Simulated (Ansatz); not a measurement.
# InB2: from a guess to a relaxed structure

Where does this trial cell of InB2 go when cell and atoms are let free?

Computed with Ansatz 0.2.0 (DFT PBE, scalar-relativistic, plane waves, PAW, unless a step's input says otherwise).

### Step 1. The structure to begin with

Symmetry: R-3m, No. 166, trigonal system. Conventional cell: a = 3.410 Å, b = 3.410 Å, c = 13.120 Å, α = 90.00°, β = 90.00°, γ = 120.00°. In (site symmetry -3m) has 6 B at 2.25 Å as nearest neighbours. Around B (site symmetry 3m) lie 1 B at 2.20 Å and 3 In at 2.25 Å.

As a file:

```cif
data_structure
_symmetry_space_group_name_H-M 'P 1'
_symmetry_Int_Tables_number 1
_cell_length_a 4.7960
_cell_length_b 4.7960
_cell_length_c 4.7960
_cell_angle_alpha 41.655
_cell_angle_beta 41.655
_cell_angle_gamma 41.655
_cell_volume 44.05
loop_
_atom_site_label
_atom_site_type_symbol
_atom_site_fract_x
_atom_site_fract_y
_atom_site_fract_z
_atom_site_occupancy
In1 In 0.00000 0.00000 0.00000 1
B1 B 0.41606 0.41606 0.41606 1
B2 B 0.58394 0.58394 0.58394 1
```

Recipe of the guess: 4-, 6-connected net, elements by coordination (R-3m, No. 166). Lengths come from tabulated atomic sizes and are only a guess.

### Step 2. Probe: one point on a coarse mesh

File input.yaml:

```yaml
crystal:
  lattice:
    - [1.70523116, 0.98451567, 4.37317669]
    - [-1.70523116, 0.98451567, 4.37317669]
    - [0.0, -1.96903134, 4.37317669]
  atoms:
    - { symbol: In, position: [0.0, 0.0, 0.0] }
    - { symbol: B, position: [0.41606411, 0.41606411, 0.41606411] }
    - { symbol: B, position: [0.58393589, 0.58393589, 0.58393589] }
basis:
  ecutwfc: 420
kpoints:
  mp_grid: { grid: [6, 6, 6] }
hamiltonian:
  xc: pbe
scf:
  occupations: { method: gaussian, width: 0.1 }
  lower_state_search: "off"
output:
  forces: true
  stress: true
  eigenvalues: true
```

Command:

```bash
ansatz run input.yaml --threads 1 --pin off --max-ram 2560MiB --backend cpu --events-out ev --progress --plain --runs-dir out
```

What it wrote, cut to the lines that bear on the results:

```text
[...]
SCF converged after 7 iterations
Free energy (F): -5903.905157 eV
[...]
E sigma→0 (E₀):  -5903.901650 eV
Entropy (-TS):   -0.007015 eV (-2.338 meV/atom)
Fermi energy:    8.355093 eV
[...]
--- Forces (eV/Å), atoms counted from 1 ---
  atom   1  In     0.00000000     0.00000000    -0.00000000
  atom   2  B      0.00000000     0.00000000     3.05234240
  atom   3  B      0.00000000    -0.00000000    -3.05234240
[...]
--- Stress (GPa, compression-positive) ---
       22.077923       0.000000       0.000000
        0.000000      22.077923       0.000000
        0.000000       0.000000     -15.512761
  P = ⅓ Tr σ = 9.5477 GPa (95.477 kbar)
--- Band table (eV; the first three rows and the last of 32) ---
  k-point 0: bands = ["-6.2298", "-6.2298", "-6.1511", "-5.8257", "-5.8257", "-3.1807", "3.7338", "5.1565", "9.8848", "9.8848", "11.8206", "11.8206", "13.2558", "16.9224"]
[...]
```

It took 1.5 s on 1 thread of Arm Neoverse V1, shared host; peak memory 0.32 GiB.

The probe gives pressure 9.5 GPa, largest force 3.05 eV/Å, gap on this mesh none (metal). A guess like this is first relaxed loosely on the coarse mesh.

### Step 3. Rough relaxation on the coarse mesh

Changes to input.yaml since step 2:

```diff
@@ -22 +22,6 @@
   eigenvalues: true
+relax:
+  adjacent_minimum: "off"
+  f_tol: 0.04
+  max_steps: 70
+  cell: { stress_tol: 0.4 }
```

Command:

```bash
ansatz run input.yaml --threads 1 --pin off --max-ram 2560MiB --backend cpu --events-out ev --progress --plain --runs-dir out
```

What it wrote:

```text
Warning: RAYON_NUM_THREADS=1 ignored (pool sized by the plan → 1); use --threads N
Engine: ansatz 0.2.0, aarch64-unknown-linux-gnu
Pseudopotentials: kind: paw
Pseudopotential: In, paw, valence charge 13, recommended cutoff 420 eV (normal), In.paw.azcp
Pseudopotential: B, paw, valence charge 3, recommended cutoff 420 eV (normal), B.paw.azcp
Functional definition: PBE
  parameter kappa = 0.804
  parameter beta = 0.06672455060314922
  exchange = pbe_x(kappa = kappa, mu = beta*pi^2/3)
  correlation = pbe_c(beta = beta)
Crystal: 3 atoms, lattice volume = 44.051 Å³
Basis set: ecut = 420 eV, 849 PW (Γ), exchange–correlation on 72×72×72 points (8 copies of the dense FFT grid, shifted against one another)
Bands: 14, of which v1, the nominal top of the filled ones, is band 10 counted from 1 (9 counted from 0)
Symmetry: 12 space group operations
Space group: R-3m (ITA 166), of the structure as read, at distance tolerance 3.5e-5 Å
k-points: 32 of 216
Non-local potential: In, projectors of the file, l = 0: 2, l = 1: 2, l = 2: 2, l = 3: 2
Non-local potential: B, projectors of the file, l = 0: 2, l = 1: 2, l = 2: 1
PAW form: soft (Blöchl's): semilocal exchange-correlation on the pseudo side does not see the compensation charge
PAW one-centre angular grid: In, 590 points (default); XC on 64 Gauss nodes
PAW one-centre angular grid: B, 110 points (default); XC on 64 Gauss nodes
Initial density: superposition of atomic densities (neutral atoms: chi_scale 0, normalization atom), corrected by the library's trained network
Initial wavefunctions: pseudopotential atomic-orbital guess
Functional: x = pbe(κ = 0.804, μ = 0.2195149727645171), c = pbe(β = 0.06672455060314922)
SCF iter   1: F=—  HF=-5903.906577 eV  |F-HF|=—  |Δ(HF+E_count)|=         —  Δρ=3.58e-3  dr2=5.75e-3  ethr=1.77e-3  ⟨swp⟩=5.3  Hψ=2490  notcnv=0
preconditioner: auto → Kerker (q_TF=auto, 2.372 Å⁻¹)  [metal: Δε(μ)=0.135 eV  Ē_g=13.705 eV  σ=0.100 eV  W_gap=0.49  n_scr=14 (ndim 8)  ℏωp=24.4 eV  f_vac=0.000  D(μ)=1.42/eV (n_scr^D=14)]
SCF iter   2: F=—  HF=-5903.905205 eV  |F-HF|=—  |Δ(HF+E_count)|=   1.37e-3  Δρ=2.20e-3  dr2=2.04e-3  ethr=3.03e-5  ⟨swp⟩=2.0  Hψ=836  notcnv=0
SCF iter   3: F=—  HF=-5903.905250 eV  |F-HF|=—  |Δ(HF+E_count)|=   4.50e-5  Δρ=8.42e-4  dr2=3.07e-4  ethr=1.07e-5  ⟨swp⟩=2.0  Hψ=688  notcnv=0
SCF iter   4: F=—  HF=-5903.905167 eV  |F-HF|=—  |Δ(HF+E_count)|=   8.35e-5  Δρ=3.63e-4  dr2=5.87e-5  ethr=1.62e-6  ⟨swp⟩=2.1  Hψ=733  notcnv=0
SCF iter   5: F=—  HF=-5903.905163 eV  |F-HF|=—  |Δ(HF+E_count)|=   4.05e-6  Δρ=2.24e-4  dr2=1.47e-5  ethr=3.09e-7  ⟨swp⟩=2.0  Hψ=725  notcnv=0
SCF iter   6: F=—  HF=-5903.905158 eV  |F-HF|=—  |Δ(HF+E_count)|=   4.56e-6  Δρ=8.35e-5  dr2=2.19e-6  ethr=7.76e-8  ⟨swp⟩=2.7  Hψ=723  notcnv=0
SCF iter   7: F=-5903.905157 eV  HF=-5903.905157 eV  |F-HF|=6.02e-8  |Δ(HF+E_count)|=   7.31e-7  Δρ=1.62e-5  dr2=8.06e-8  ethr=5.26e-10  ⟨swp⟩=4.7  Hψ=2075  notcnv=0
SCF 1 converged in 7 iterations: F = -5903.905157 eV  dr2 = 8.06e-8
relax step   1: F+E_penalty+E_count = -5903.90515727 eV  Δ(F+E_penalty+E_count) = +0.000e0 eV  max|allowed force component| = 3.052e0 eV/Å  Δτ_max = 0.0000 Å  P = +9.548 GPa  Ω = 44.051 Å³  (7 SCF iters, dr2 threshold 1.00e-7 eV, accepted)
Crystal: 3 atoms, lattice volume = 44.753 Å³
Basis set: ecut = 420 eV, 883 PW (Γ), exchange–correlation on 72×72×72 points (8 copies of the dense FFT grid, shifted against one another)
Initial density: handed on by an earlier stage of this run
Initial wavefunctions: those handed on with the density
iter 1 solved again at ethr=1.31e-3 eV; its pass at ethr=3.10e-3 eV (dr2=2.49e-1 eV) is discarded
SCF iter   1: F=—  HF=-5905.277634 eV  |F-HF|=—  |Δ(HF+E_count)|=         —  Δρ=2.07e-2  dr2=2.51e-1  ethr=1.31e-3  ⟨swp⟩=1.0  Hψ=3464  notcnv=0
preconditioner: auto → Kerker (q_TF=auto, 2.365 Å⁻¹)  [metal: Δε(μ)=0.062 eV  Ē_g=13.806 eV  σ=0.100 eV  W_gap=0.32  n_scr=14 (ndim 8)  ℏωp=24.2 eV  f_vac=0.000  D(μ)=1.27/eV (n_scr^D=8)]
SCF iter   2: F=—  HF=-5905.221058 eV  |F-HF|=—  |Δ(HF+E_count)|=   5.66e-2  Δρ=1.18e-2  dr2=8.74e-2  ethr=1.31e-3  ⟨swp⟩=2.0  Hψ=569  notcnv=0
SCF iter   3: F=—  HF=-5905.191092 eV  |F-HF|=—  |Δ(HF+E_count)|=   3.00e-2  Δρ=1.06e-3  dr2=6.58e-4  ethr=4.60e-4  ⟨swp⟩=2.0  Hψ=696  notcnv=0  defer=1
SCF iter   4: F=—  HF=-5905.191078 eV  |F-HF|=—  |Δ(HF+E_count)|=   1.37e-5  Δρ=3.49e-4  dr2=1.31e-4  ethr=3.46e-6  ⟨swp⟩=1.7  Hψ=618  notcnv=0  defer=1
SCF iter   5: F=—  HF=-5905.191062 eV  |F-HF|=—  |Δ(HF+E_count)|=   1.63e-5  Δρ=1.26e-4  dr2=8.59e-6  ethr=6.89e-7  ⟨swp⟩=2.5  Hψ=637  notcnv=0  defer=1
SCF iter   6: F=—  HF=-5905.191064 eV  |F-HF|=—  |Δ(HF+E_count)|=   2.68e-6  Δρ=3.70e-5  dr2=6.81e-7  ethr=4.52e-8  ⟨swp⟩=2.1  Hψ=731  notcnv=0  defer=1
SCF iter   7: F=-5905.191065 eV  HF=-5905.191065 eV  |F-HF|=3.26e-8  |Δ(HF+E_count)|=   7.11e-7  Δρ=7.63e-6  dr2=2.15e-8  ethr=1.58e-9  ⟨swp⟩=5.7  Hψ=2040  notcnv=0
SCF 2 converged in 7 iterations: F = -5905.191065 eV  dr2 = 2.15e-8
relax step   2: F+E_penalty+E_count = -5905.19106503 eV  Δ(F+E_penalty+E_count) = -1.286e0 eV  max|allowed force component| = 2.975e0 eV/Å  Δτ_max = 0.1315 Å  P = +0.743 GPa  Ω = 44.753 Å³  energy of the carried Pulay correction = -6.112e-4 eV  (7 SCF iters, dr2 threshold 3.00e-7 eV, accepted)
Crystal: 3 atoms, lattice volume = 43.605 Å³
Basis set: ecut = 420 eV, 859 PW (Γ), exchange–correlation on 72×72×72 points (8 copies of the dense FFT grid, shifted against one another)
SCF iter   1: F=—  HF=-5905.885319 eV  |F-HF|=—  |Δ(HF+E_count)|=         —  Δρ=5.13e-2  dr2=1.68e0  ethr=3.10e-3  ⟨swp⟩=6.1  Hψ=2645  notcnv=0
preconditioner: auto → Kerker (q_TF=auto, 2.376 Å⁻¹)  [metal: Δε(μ)=0.102 eV  Ē_g=13.901 eV  σ=0.100 eV  W_gap=0.45  n_scr=14 (ndim 8)  ℏωp=24.5 eV  f_vac=0.000  D(μ)=0.86/eV (n_scr^D=2)]
SCF iter   2: F=—  HF=-5905.457694 eV  |F-HF|=—  |Δ(HF+E_count)|=   4.28e-1  Δρ=2.57e-2  dr2=4.37e-1  ethr=3.10e-3  ⟨swp⟩=2.0  Hψ=847  notcnv=0  defer=5
SCF iter   3: F=—  HF=-5905.312223 eV  |F-HF|=—  |Δ(HF+E_count)|=   1.45e-1  Δρ=2.04e-3  dr2=1.53e-3  ethr=2.30e-3  ⟨swp⟩=2.1  Hψ=696  notcnv=0  defer=5
SCF iter   4: F=—  HF=-5905.312201 eV  |F-HF|=—  |Δ(HF+E_count)|=   2.17e-5  Δρ=7.13e-4  dr2=3.58e-4  ethr=8.07e-6  ⟨swp⟩=2.7  Hψ=902  notcnv=0  defer=5
SCF iter   5: F=—  HF=-5905.312162 eV  |F-HF|=—  |Δ(HF+E_count)|=   3.97e-5  Δρ=2.13e-4  dr2=3.73e-5  ethr=1.89e-6  ⟨swp⟩=2.3  Hψ=739  notcnv=0  defer=5
SCF iter   6: F=—  HF=-5905.312175 eV  |F-HF|=—  |Δ(HF+E_count)|=   1.31e-5  Δρ=6.97e-5  dr2=2.96e-6  ethr=1.96e-7  ⟨swp⟩=2.0  Hψ=554  notcnv=0  defer=5
SCF iter   7: F=-5905.312175 eV  HF=-5905.312175 eV  |F-HF|=1.86e-8  |Δ(HF+E_count)|=   6.18e-7  Δρ=1.64e-5  dr2=1.30e-7  ethr=1.58e-9  ⟨swp⟩=7.7  Hψ=2339  notcnv=0
SCF 3 converged in 7 iterations: F = -5905.312175 eV  dr2 = 1.30e-7
relax step   3: F+E_penalty+E_count = -5905.31217538 eV  Δ(F+E_penalty+E_count) = -1.211e-1 eV  max|allowed force component| = 5.690e0 eV/Å  Δτ_max = 0.1971 Å  P = +11.672 GPa  Ω = 43.605 Å³  energy of the carried Pulay correction = +3.932e-4 eV  (7 SCF iters, dr2 threshold 3.00e-7 eV, accepted)
[... from here on, the SCF cycles and remarks between the steps are left out ...]
relax step   4: F+E_penalty+E_count = -5905.62895278 eV  Δ(F+E_penalty+E_count) = -3.168e-1 eV  max|allowed force component| = 1.894e0 eV/Å  Δτ_max = 0.1376 Å  P = +0.520 GPa  Ω = 44.976 Å³  energy of the carried Pulay correction = -8.035e-4 eV  (7 SCF iters, dr2 threshold 3.00e-7 eV, accepted)
relax step   5: F+E_penalty+E_count = -5905.77840532 eV  Δ(F+E_penalty+E_count) = -1.495e-1 eV  max|allowed force component| = 1.855e-1 eV/Å  Δτ_max = 0.0173 Å  P = -0.253 GPa  Ω = 45.913 Å³  energy of the carried Pulay correction = -1.600e-3 eV  (6 SCF iters, dr2 threshold 3.00e-7 eV, accepted)
relax step   6: F+E_penalty+E_count = -5905.80226687 eV  Δ(F+E_penalty+E_count) = -2.386e-2 eV  max|allowed force component| = 8.788e-1 eV/Å  Δτ_max = 0.0167 Å  P = +0.042 GPa  Ω = 45.703 Å³  energy of the carried Pulay correction = -1.423e-3 eV  (5 SCF iters, dr2 threshold 3.00e-7 eV, accepted)
relax step   7: F+E_penalty+E_count = -5905.84197179 eV  Δ(F+E_penalty+E_count) = -3.970e-2 eV  max|allowed force component| = 1.149e0 eV/Å  Δτ_max = 0.0336 Å  P = -0.022 GPa  Ω = 44.983 Å³  energy of the carried Pulay correction = -8.098e-4 eV  (6 SCF iters, dr2 threshold 3.00e-7 eV, accepted)
relax step   8: F+E_penalty+E_count = -5905.87256224 eV  Δ(F+E_penalty+E_count) = -3.059e-2 eV  max|allowed force component| = 1.749e0 eV/Å  Δτ_max = 0.0463 Å  P = +0.912 GPa  Ω = 43.843 Å³  energy of the carried Pulay correction = +1.829e-4 eV  (6 SCF iters, dr2 threshold 3.00e-7 eV, accepted)
relax step   9: F+E_penalty+E_count = -5905.92831997 eV  Δ(F+E_penalty+E_count) = -5.576e-2 eV  max|allowed force component| = 7.038e-1 eV/Å  Δτ_max = 0.0219 Å  P = +0.059 GPa  Ω = 43.560 Å³  energy of the carried Pulay correction = +4.334e-4 eV  (5 SCF iters, dr2 threshold 3.00e-7 eV, accepted)
relax step  10: F+E_penalty+E_count = -5905.95060705 eV  Δ(F+E_penalty+E_count) = -2.229e-2 eV  max|allowed force component| = 2.902e-1 eV/Å  Δτ_max = 0.0794 Å  P = +0.901 GPa  Ω = 42.009 Å³  energy of the carried Pulay correction = +1.834e-3 eV  (6 SCF iters, dr2 threshold 3.00e-7 eV, accepted)
relax step  11: F+E_penalty+E_count = -5905.95503019 eV  Δ(F+E_penalty+E_count) = -4.423e-3 eV  max|allowed force component| = 1.089e-1 eV/Å  Δτ_max = 0.0337 Å  P = +0.045 GPa  Ω = 42.805 Å³  energy of the carried Pulay correction = +1.109e-3 eV  (5 SCF iters, dr2 threshold 3.00e-7 eV, accepted)
relax step  12: F+E_penalty+E_count = -5905.95623056 eV  Δ(F+E_penalty+E_count) = -1.200e-3 eV  max|allowed force component| = 3.742e-3 eV/Å  Δτ_max = 0.0102 Å  P = +0.029 GPa  Ω = 42.679 Å³  energy of the carried Pulay correction = +1.223e-3 eV  (4 SCF iters, dr2 threshold 3.00e-7 eV, accepted)
relax step  13: F+E_penalty+E_count = -5905.97184773 eV  Δ(F+E_penalty+E_count) = -1.562e-2 eV  max|allowed force component| = 1.139e-3 eV/Å  Δτ_max = 0.0000 Å  P = +0.373 GPa  Ω = 42.679 Å³  stress off target by 6.23e-1 GPa  SCF on the basis re-selected at this cell (its energy is not comparable with the rows above)  (5 SCF iters)
relax step  14: F+E_penalty+E_count = -5905.97229332 eV  Δ(F+E_penalty+E_count) = -4.456e-4 eV  max|allowed force component| = 8.461e-3 eV/Å  Δτ_max = 0.0030 Å  P = +0.041 GPa  Ω = 42.814 Å³  energy of the carried Pulay correction = -1.065e-4 eV  (4 SCF iters, dr2 threshold 3.00e-7 eV, accepted)
iter 1 solved again at ethr=3.03e-7 eV; its pass at ethr=3.10e-3 eV (dr2=5.77e-5 eV) is discarded
SCF iter   1: F=—  HF=-5905.972443 eV  |F-HF|=—  |Δ(HF+E_count)|=         —  Δρ=1.77e-5  dr2=5.46e-8  ethr=3.03e-7  ⟨swp⟩=3.1  Hψ=3452  notcnv=0
eigensolver tolerance schedule: the retry pair's looser diagonalisation over-reported the residual by 1054.13 of it (diagonalisation noise at 0.12 of the residual, at the tolerance the schedule requests for it); recorded, not acted on — ethr = c·dr2/N_el stays at c = 1.0e-1
preconditioner: auto → Kerker (q_TF=auto, 2.383 Å⁻¹)  [metal: Δε(μ)=0.128 eV  Ē_g=13.893 eV  σ=0.100 eV  W_gap=0.49  n_scr=14 (ndim 8)  ℏωp=24.7 eV  f_vac=0.000  D(μ)=1.73/eV (n_scr^D=14)]
SCF iter   2: F=—  HF=-5905.972443 eV  |F-HF|=—  |Δ(HF+E_count)|=   5.77e-8  Δρ=9.65e-6  dr2=2.05e-8  ethr=2.88e-10  ⟨swp⟩=2.4  Hψ=778  notcnv=0
SCF iter   3: F=—  HF=-5905.972443 eV  |F-HF|=—  |Δ(HF+E_count)|=   6.68e-8  Δρ=3.25e-6  dr2=4.54e-9  ethr=1.08e-10  ⟨swp⟩=2.2  Hψ=583  notcnv=0
SCF iter   4: F=-5905.972443 eV  HF=-5905.972443 eV  |F-HF|=6.15e-10  |Δ(HF+E_count)|=   4.77e-9  Δρ=1.01e-6  dr2=2.79e-10  ethr=1.01e-11  ⟨swp⟩=5.0  Hψ=1942  notcnv=0
SCF 15 converged in 4 iterations: F = -5905.972443 eV  dr2 = 2.79e-10
relax step  15: F+E_penalty+E_count = -5905.97244310 eV  Δ(F+E_penalty+E_count) = -1.498e-4 eV  max|allowed force component| = 8.346e-3 eV/Å  Δτ_max = 0.0000 Å  P = +0.043 GPa  Ω = 42.814 Å³  stress off target by 8.86e-2 GPa  SCF on the basis re-selected at this cell (its energy is not comparable with the rows above)  (4 SCF iters)
basis re-selected at this cell: Δ(F+E_penalty+E_count) = -1.498e-4 eV, ΔP = +0.002 GPa vs the last step (what re-selecting the basis moved, of the pressure what is left beyond the Pulay correction that the steps carried, after the strain that the cell walked since its last selection, with what the two solves' SCF thresholds leave and, on support functions, any second-order correction that the steps lacked; it is no measure of the basis error at this ecutwfc). This SCF's stress stands 8.86e-2 GPa from its target on what of the cell is left free (relax.cell.stress_tol is 4.00e-1 GPa) and its largest allowed force component is 8.35e-3 eV/Å (relax.f_tol is 4.00e-2 eV/Å): within both
SCF converged after 4 iterations
Free energy (F): -5905.972443 eV
Harris-Foulkes:  -5905.972443 eV  (|F-HF|=6.15e-10)
Internal energy: -5905.963808 eV  (E = F + TS)
E sigma→0 (E₀):  -5905.968125 eV
Entropy (-TS):   -0.008636 eV (-2.879 meV/atom)
Fermi energy:    9.004822 eV
--- Per-component energies (eV) ---
  E_band       = -16.368085
  E_kinetic    = 331.303391
  E_local      = -1203.301116  (includes V_loc(G=0)·N_el)
  E_nonlocal   = 392.475313
  E_hartree    = 471.996271
  E_xc         = -276.461371
  E_vxc        = -171.661350  (∫ρ·V_xc dr)
  E_paw        = -4312.252534  (= ΣΔE_a)
  E_vpaw       = -309.177382  (= ΣTr[D̂ρ^β])
  E_aug_tail   = 0.000022  (compensation charges beyond the density's cutoff)
  E_ewald      = -1309.723784
  E_smearing   = -0.008636  (= −TS)
  E_closure    = -0.000000  (closes the sum)
  Σ components = -5905.972443   (vs F -5905.972443, Δ=0.00e0)
--- Forces (eV/Å), atoms counted from 1 ---
  atom   1  In    -0.00000000     0.00000000    -0.00000000
  atom   2  B     -0.00000000    -0.00000000    -0.00834645
  atom   3  B      0.00000000     0.00000000     0.00834645
  max |Σ_I F_I| component: 5.55e-17 eV/Å
--- Stress (GPa, compression-positive) ---
        0.020186      -0.000000      -0.000000
       -0.000000       0.020186      -0.000000
       -0.000000      -0.000000       0.088627
  P = ⅓ Tr σ = 0.0430 GPa (0.430 kbar)
--- Band table (eV; the first three rows and the last of 32) ---
  k-point 0: bands = ["-5.5363", "-5.5329", "-5.5329", "-5.3791", "-5.3791", "-2.6558", "5.9302", "8.4095", "8.4095", "8.6148", "12.0242", "12.0242", "13.6125", "14.5593"]
  k-point 1: bands = ["-5.5535", "-5.5171", "-5.4939", "-5.3826", "-5.3740", "-2.3108", "5.2068", "7.4753", "8.3948", "8.6635", "11.3948", "12.1273", "14.0060", "15.1994"]
  k-point 2: bands = ["-5.5938", "-5.5090", "-5.4159", "-5.3924", "-5.3390", "-1.2919", "3.2104", "6.5067", "8.4556", "8.7907", "10.2541", "12.2430", "14.2600", "15.1377"]
  k-point 31: bands = ["-5.5897", "-5.5897", "-5.5709", "-5.3156", "-5.3156", "0.2812", "0.3638", "8.5286", "8.5286", "10.8013", "11.1470", "11.1470", "11.9076", "14.4239"]
--- Relaxed structure (13 steps of the walk, 13 accepted, 2 SCFs on fresh bases) ---
  F+E_penalty+E_count = -5905.97244310 eV   max|allowed force component| = 8.346e-3 eV/Å   (the final SCF, on the basis selected at the relaxed cell)
  cell:  # Å, volume = 42.8136 Å³
    - [1.9406547706419295, 1.1204375542342493, 3.2816702987227853]
    - [-1.9406547706419295, 1.1204375542342493, 3.2816702987227853]
    - [-8.864938992148654e-34, -2.2408751084684986, 3.2816702987227853]
  atoms:
    - { symbol: In, position: [1.6748438329574679e-18, 1.6748438329574683e-18, 1.6748438329574673e-18] }
    - { symbol: B, position: [0.41842295260241763, 0.41842295260241763, 0.41842295260241763] }
    - { symbol: B, position: [0.5815770473975821, 0.5815770473975821, 0.5815770473975821] }
```

Run time: 23 s. Hardware: 1 thread of Arm Neoverse V1, shared host; peak memory 0.33 GiB.

Relaxation path:

```
step  E - E(step 1) (eV/cell)  largest force component (eV/Å)  pressure (GPa)  volume (Å³)
   1                   0.0000                          3.0523            9.55        44.05
   2                  -1.2859                          2.9754            0.74        44.75
   3                  -1.4070                          5.6904           11.67        43.61
   4                  -1.7238                          1.8942            0.52        44.98
   5                  -1.8732                          0.1855           -0.25        45.91
   6                  -1.8971                          0.8788            0.04        45.70
   7                  -1.9368                          1.1489           -0.02        44.98
   8                  -1.9674                          1.7491            0.91        43.84
   9                  -2.0232                          0.7038            0.06        43.56
  10                  -2.0454                          0.2902            0.90        42.01
  11                  -2.0499                          0.1089            0.04        42.81
  12                  -2.0511                          0.0037            0.03        42.68
  13                  -2.0667                          0.0011            0.37        42.68
  14                  -2.0671                          0.0085            0.04        42.81
  15                  -2.0673                          0.0083            0.04        42.81
```

Step 1 is the start. Steps 13, 15 each repeat the geometry before them on a plane-wave basis chosen anew, so the energy can jump there without any move.

Lengths and angles in the start's conventional setting:

|  | before | after | change |
| --- | --- | --- | --- |
| a (Å) | 3.410 | 3.881 | +13.8 % |
| b (Å) | 3.410 | 3.881 | +13.8 % |
| c (Å) | 13.120 | 9.845 | -25.0 % |
| volume (Å³/atom) | 14.68 | 14.27 | -2.8 % |
| shortest distance (Å) | 2.202 | 1.606 | -27.1 % |
| space group (0.01 Å) | R-3m | R-3m | same |

The run keeps the 12 symmetry operations of the start, so it could not have lowered the symmetry.

[end of part 1 of 2]
